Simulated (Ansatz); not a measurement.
**LuPd: squeezing one contact**

An exercise on one series of results from a longer session: the logs are not shown, and one member is left open.

Method: DFT PBEsol, with the methods named in each step, in Ansatz 0.2.0.

1 further run of the same task is left out (it didn't finish).

## Starting point

It takes space group Pm-3m (No. 221, cubic). Conventional cell: a = 3.410 Å, b = 3.410 Å, c = 3.410 Å, α = 90.00°, β = 90.00°, γ = 90.00°. Around Lu (site symmetry m-3m) lie 8 Pd at 2.95 Å. Pd (site symmetry m-3m) has 8 Lu at 2.95 Å as nearest neighbours.

As a file:

```xyz
2
Lattice="3.4096 0.0000 0.0000 0.0000 3.4096 0.0000 0.0000 0.0000 3.4096" Properties=species:S:1:pos:R:3 pbc="T T T"
Lu    0.0000    0.0000    0.0000
Pd    1.7048    1.7048    1.7048
```

Atoms are numbered in the order of the input: Lu1, Pd2.

The first run:

Contents of input.yaml:

```yaml
crystal:
  lattice:
    - [3.40962722, 0.0, 0.0]
    - [0.0, 3.40962722, 0.0]
    - [0.0, 0.0, 3.40962722]
  atoms:
    - { symbol: Lu, position: [0.0, 0.0, 0.0] }
    - { symbol: Pd, position: [0.5, 0.5, 0.5] }
kpoints:
  mp_grid: { grid: [9, 9, 9] }
scf:
  occupations: { method: fermi_dirac, width: 0.05 }
hamiltonian:
  xc: pbesol
  pseudopotentials: { kind: all_electron, lapw: { basis_error: 0.001 } }
output:
  forces: true
  stress: true
  eigenvalues: true
  populations: true
```

Command:

```console
> ansatz run input.yaml --threads 1 --pin off --max-ram 2048MiB --backend cpu --events-out ev --progress --plain --runs-dir out
```

Among the steps run: The bond as given, LAPW; Shortest bond scaled by 1, crystal datasets; Shortest bond scaled by 0.94, LAPW; Shortest bond scaled by 0.7, LAPW; Shortest bond scaled by 0.64, LAPW; Shortest bond scaled by 0.64, crystal datasets; Shortest bond scaled by 0.58, LAPW; Shortest bond scaled by 0.58, norm-conserving.

One table of the session follows, with a row left open; its other results are not shown here.

```
             method  length (Å)  force along the bond (eV/Å)  pressure (GPa)  largest force (eV/Å)
               LAPW       1.713                       39.437           99.32                39.437
               LAPW       1.890                       18.920           53.42                18.920
               LAPW       2.067                            ?               ?                     ?
               LAPW       2.776                        0.562           -1.04                 0.562
               LAPW       2.953                        0.000           -1.88                 0.000
                PAW       1.713                       39.672           99.83                39.672
                PAW       1.890                       18.924           53.44                18.924
                PAW       2.067                        9.666           29.52                 9.666
                PAW       2.776                        0.561           -1.04                 0.561
                PAW       2.953                        0.000           -1.89                 0.000
PAW (source ansatz)       1.713                       39.328           99.09                39.328
   crystal datasets       1.890                       18.921           53.42                18.921
   crystal datasets       2.953                        0.000           -1.88                 0.000
    norm-conserving       1.713                       39.930          100.16                39.930
```

**Question.** Estimate the row for LAPW, 2.067.

As computed: force along the bond (eV/Å): 9.642; pressure (GPa): 29.45; largest force (eV/Å): 9.642. In the column «force along the bond (eV/Å)» it lies between LAPW, 2.776 (0.562) and PAW, 2.067 (9.666).

Limits of these values: Rows by PAW come from runs of the same series that aren't printed here. Warnings in the runs' records: gradients without spin orbit, crystal datasets made.
